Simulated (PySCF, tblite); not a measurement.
# C6H9BFN: geometry, infrared bands and NMR shifts

What infrared bands and NMR shifts should C6H9BFN (`C=C(BN)[C@@H](F)C#CC`) show?

The runs use tblite 0.8.0 and PySCF 2.14.0, with density-fitted response routines of our own; the level of theory stands in each step. All values are computed, except where a source is named. Atoms are numbered from 0 throughout.

## 1. The starting structure

18 atoms, charge 0, multiplicity 1; geometry from: force field or distance geometry start.

Bonds of the start (Å): C0–C1 1.34, C1–B2 1.60, B2–N3 1.52, C1–C4 1.51, C4–F5 1.40, C4–C6 1.46, C6–C7 1.21, C7–C8 1.47, C0–H9 1.09, C0–H10 1.08, B2–H11 1.17, N3–H12 1.05, N3–H13 1.05, C4–H14 1.12, C8–H15 1.10, C8–H16 1.11, C8–H17 1.11.

## 2. Optimising the geometry with GFN2-xTB

Job settings and geometry (Å):

```
{"job": {"kind": "relax", "xc": "GFN2-xTB", "basis": "xTB"}, "charge": 0, "multiplicity": 1}
C      1.099400    -0.720100    -1.777600
C      1.049200     0.188500    -0.792000
B      2.286800     0.278000     0.216500
N      2.239700     1.231500     1.400600
C     -0.173300     1.040000    -0.558700
F     -0.721600     1.430400    -1.780700
C     -1.176800     0.300500     0.195800
C     -1.996100    -0.310700     0.834400
C     -2.997000    -1.063100     1.596800
H      0.246500    -0.835800    -2.450000
H      1.952600    -1.359600    -1.929800
H      3.233100    -0.389800     0.031400
H      3.138200     1.111200     1.932100
H      1.491200     0.879400     2.043300
H      0.086400     1.971500    -0.002100
H     -3.183400    -2.041600     1.125300
H     -2.632400    -1.214200     2.633400
H     -3.951200    -0.489700     1.624400
```

On the command line:

```
$ OMP_NUM_THREADS=1 python probes_run.py task.json out
```

This one command runs all jobs of the session in turn.

**Question.** This job is followed by: GFN2-xTB harmonic vibrations, gas phase; GIAO PBE0/pcSseg-1 NMR shielding, non-relativistic, gas phase. What will the session give for the following? strongest single infrared mode (GFN2-xTB); zero-point energy (GFN2-xTB); 13C shifts against TMS (PBE0/pcSseg-1); 1H shifts against TMS (PBE0/pcSseg-1, means over atoms taken as alike); 11B shifts against BF3·OEt2 (PBE0/pcSseg-1); 15N shifts against NH3 (PBE0/pcSseg-1); 19F shifts against CFCl3 (PBE0/pcSseg-1).

As calculated:

```
                                                              quantity                                    value
                             strongest single infrared mode (GFN2-xTB)                     630 cm⁻¹, 195 km/mol
                                          zero-point energy (GFN2-xTB)                            85.8 kcal/mol
                                13C shifts against TMS (PBE0/pcSseg-1)  155.7, 138.7, 95.3, 86.4, 83.8, 4.8 ppm
1H shifts against TMS (PBE0/pcSseg-1, means over atoms taken as alike)   6.61, 6.16, 5.85, 4.85, 4.48, 2.09 ppm
                           11B shifts against BF3·OEt2 (PBE0/pcSseg-1)                                 34.1 ppm
                                15N shifts against NH3 (PBE0/pcSseg-1)                                114.8 ppm
                              19F shifts against CFCl3 (PBE0/pcSseg-1)                               -210.6 ppm
```

The optimisation took 123 steps and gained 0.880 eV; among the close pairs (by a distance rule), B2–N3 changed most, from 1.521 to 1.381 Å. The lowest mode is imaginary (22i cm⁻¹), so the xTB geometry is not a minimum. The strongest single mode, at 630 cm⁻¹, is carried by H13, H12, N3. Unscaled tight-binding wavenumbers are off by several per cent, some by more. Its intensities can rank the bands wrongly. At PBE0/pcSseg-1: The largest span, 268 ppm, is at C6, where the paramagnetic term is -166 ppm.
